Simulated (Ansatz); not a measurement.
# C2H6SeSi: up Jacob's ladder to CCSD(T)

Aim: compute C2H6SeSi with functionals from several rungs and with coupled cluster, and see how far each lands from CCSD(T) at the basis-set limit for the atomisation energy.

Method: functionals in def2-TZVPP, the program's frozen cores in correlated methods; program: Ansatz 0.2.0, Gaussian basis.

Levels to be run: PBE-D4, r2SCAN-D4, PBE0-D4, B3LYP-D4, ωB97X-V, ωB97M-V, B2PLYP; CCSD(T)/def2-TZVPP; MP2/def2-QZVPP; extrapolation to the limit.

## (1) Structure used throughout

The geometry comes from an earlier relaxation with PBE0-D4 in a triple-zeta def2 set; it is a stationary point, not always the lowest conformer.

SMILES `C=C([SiH3])[SeH]`, 10 atoms, charge 0, spin multiplicity 1.

Atoms are counted from 1 here; the program's logs count them from 0.

Bond lengths: C1–C2 1.332 Å, C1–H5 1.085 Å, C1–H6 1.087 Å, C2–Si3 1.863 Å, C2–Se4 1.908 Å, Si3–H7 1.487 Å, Si3–H8 1.486 Å, Si3–H9 1.486 Å, Se4–H10 1.469 Å. Angles: C2–C1–H5 120.4°, C2–C1–H6 123.1°, H5–C1–H6 116.5°, C1–C2–Si3 122.7°, C1–C2–Se4 119.8°, Si3–C2–Se4 117.4°, C2–Si3–H7 109.4°, C2–Si3–H8 110.2°, C2–Si3–H9 109.1°, H7–Si3–H8 108.1°, H7–Si3–H9 109.9°, H8–Si3–H9 110.1°, C2–Se4–H10 95.4°.

As a file:

```xyz
10
C2H6SeSi
C    -1.3452    0.9982   -0.1116
C    -0.2458    0.3007   -0.3916
Si    0.5849   -0.8090    0.8532
Se    0.4726    0.3301   -2.1593
H    -1.7941    0.9438    0.8752
H    -1.8421    1.6386   -0.8353
H     2.0246   -0.4482    0.9519
H     0.4919   -2.2269    0.4200
H    -0.0725   -0.6342    2.1746
H     1.8088   -0.1442   -1.7741
```

## (2) PBE-D4 (GGA)

Contents of in.yaml:

```yaml
crystal:
  periodic: [false, false, false]
  atoms:
    - {symbol: C, position_ang: [-1.345211, 0.998249, -0.111607]}
    - {symbol: C, position_ang: [-0.245795, 0.300710, -0.391633]}
    - {symbol: Si, position_ang: [0.584936, -0.809021, 0.853219]}
    - {symbol: Se, position_ang: [0.472600, 0.330096, -2.159328]}
    - {symbol: H, position_ang: [-1.794130, 0.943772, 0.875158]}
    - {symbol: H, position_ang: [-1.842132, 1.638588, -0.835311]}
    - {symbol: H, position_ang: [2.024580, -0.448205, 0.951933]}
    - {symbol: H, position_ang: [0.491937, -2.226921, 0.419974]}
    - {symbol: H, position_ang: [-0.072538, -0.634248, 2.174603]}
    - {symbol: H, position_ang: [1.808750, -0.144222, -1.774108]}
basis:
  gaussian: {orbitals: def2-TZVPP}
hamiltonian: {xc: pbe, dispersion: d4}
output: {forces: true, orbitals: {seedname: orbitals}}
```

Command:

```
> ansatz run in.yaml --threads 4 --pin off --events-out ev --progress --plain --max-ram 10444MiB
```

Further steps of the session: r2SCAN-D4 (meta-GGA); PBE0-D4 (hybrid); B3LYP-D4 (hybrid); ωB97X-V (range-separated); ωB97M-V (range-separated); B2PLYP (double hybrid); CCSD(T) in def2-TZVPP; MP2 in def2-QZVPP.

Before running them: what should the planned runs give, taken together? Wanted: atomisation energy, CCSD(T)/CBS; farthest; mean size of error, hybrid; mean size of error, range-separated; gap, smallest and largest; T1 diagnostic; triples share of the correlation energy.

The runs gave:

```
                               quantity                                           value
        atomisation energy, CCSD(T)/CBS                                   3421.5 kJ/mol
 functionals within 34.2 kJ/mol (1.0 %)  r2SCAN-D4, PBE0-D4, B3LYP-D4, ωB97X-V, ωB97M-V
                               farthest                           B2PLYP (-48.4 kJ/mol)
             mean size of error, hybrid                                      5.7 kJ/mol
    mean size of error, range-separated                                      5.8 kJ/mol
              gap, smallest and largest            3.91 eV (PBE-D4), 10.30 eV (ωB97X-V)
                          T1 diagnostic                                          0.0110
triples share of the correlation energy                                           4.1 %
```

PBE-D4 misses by +40.6 kJ/mol. Double hybrids carry the basis error of their MP2 part in triple zeta, and no dispersion term here, so their miss is partly the set-up's. The reference freezes the cores and leaves out relativity and excitations past (T), and its outer-core shells are covered unevenly, so misses under about 34.2 kJ/mol can't be ranked. All levels share the lack of spin-orbit coupling, which lowers the free heavy atoms and so the true binding. Hartree-Fock recovers 73 % of the binding; the rest is correlation. Orbital gaps span 3.9 to 10.3 eV; exact exchange widens them. Correlated methods include outer-core shells of Se, which these sets cover unevenly.
